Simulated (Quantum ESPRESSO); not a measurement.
Crystal: TaF3.

```
Ta F
1.0
     3.90120    0.00000    0.00000
     0.00000    3.90120    0.00000
     0.00000    0.00000    3.90120
Ta F
1 3
Direct
  0.00000 0.00000 0.00000
  0.50000 0.00000 0.00000
  0.00000 0.50000 0.00000
  0.00000 0.00000 0.50000
```

- Program: Quantum ESPRESSO 7.5
- Task: phonons
- Functional: rPW86PBE
- Dispersion: rVV10
- Potentials or basis: JTH 2.0 PBE
- Cutoff: 707 eV
- Density cutoff: 4245 eV
- k mesh: 7 × 7 × 7
- Occupations: cold, width 0.2 eV
- Spin: no spin polarisation
- rVV10 parameter b: 6.3
- Mixing beta: 0.5
- Most SCF iterations: 120
- SCF threshold: 8e-10 Ry

The cell and the atoms were relaxed first, to 17.59 Å³/atom (a = 4.128 Å, b = 4.128 Å, c = 4.128 Å, α = 90.00°, β = 90.00°, γ = 90.00°), and the response was taken there.

**Question.** Which optical modes does the crystal have at the zone centre, and which show in infrared and Raman spectra?

**Answer.** The optical modes are T2u + 2T1u. Infrared active: 2T1u. None is Raman active.

Optical modes at Γ, degenerate ones joined:
```
cm⁻¹  components  symmetry  active in
 216           3       T2u     silent
 251           3       T1u         IR
 541           3       T1u         IR
```

Caveat: the mesh is thin for the phonons of a metal; the potentials were made for another functional, which shifts forces and pressure; the volume moved by over 15 % at a fixed basis, so the end points are rough.
